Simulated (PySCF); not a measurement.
# octafluorocyclobutane (C4F8): NMR shifts

Aim: predict the NMR shifts of octafluorocyclobutane (C4F8) (`FC1(F)C(F)(F)C(F)(F)C1(F)F`).

Programs: PySCF 2.14.0, with density-fitted response routines of our own. Each step states its level of theory. These are calculated values for one molecule in the gas phase, unless marked as measured. Atoms are numbered from 0 throughout.

### 1 The molecule as given

12 atoms, charge 0, multiplicity 1; geometry from: GFN2-xTB.

Bonds of the start (Å): F0–C1 1.34, C1–F2 1.33, C1–C3 1.57, C3–F4 1.33, C3–F5 1.34, C3–C6 1.57, C6–F7 1.33, C6–F8 1.34, C6–C9 1.57, C9–F10 1.33, C9–F11 1.34, C9–C1 1.57.

### 2 NMR shieldings: PBE0/pcSseg-1

Job settings and geometry (Å):

```
{"job": {"kind": "nmr", "xc": "PBE0", "basis": "pcSseg-1"}, "charge": 0, "multiplicity": 1}
F     -1.696766     0.821363    -1.006482
C     -1.043309     0.365600     0.065655
F     -1.856643     0.446292     1.118257
C      0.373494     1.010905     0.254195
F      0.640119     2.050575    -0.535874
F      0.634985     1.361749     1.516285
C      1.039780    -0.344337    -0.167833
F      1.925830    -0.840391     0.695225
F      1.606023    -0.305931    -1.377025
C     -0.369482    -1.032217    -0.160154
F     -0.708957    -1.656660    -1.287551
F     -0.543877    -1.877634     0.859274
```

Method: GIAO PBE0/pcSseg-1 NMR shielding, non-relativistic, gas phase.

Predict these results of the whole session: 13C shifts against TMS (PBE0/pcSseg-1, means over atoms taken as alike); 19F shifts against CFCl3 (PBE0/pcSseg-1, means over atoms taken as alike).

The runs gave:

| quantity | value |
| --- | --- |
| 13C shifts against TMS (PBE0/pcSseg-1, means over atoms taken as alike) | 121.1 ppm |
| 19F shifts against CFCl3 (PBE0/pcSseg-1, means over atoms taken as alike) | -152.0 ppm |

**Reading.** At PBE0/pcSseg-1: Shielding is most anisotropic at F0, F2, F4, F5, F7 and 3 more (span 126 ppm, paramagnetic term -146 ppm).
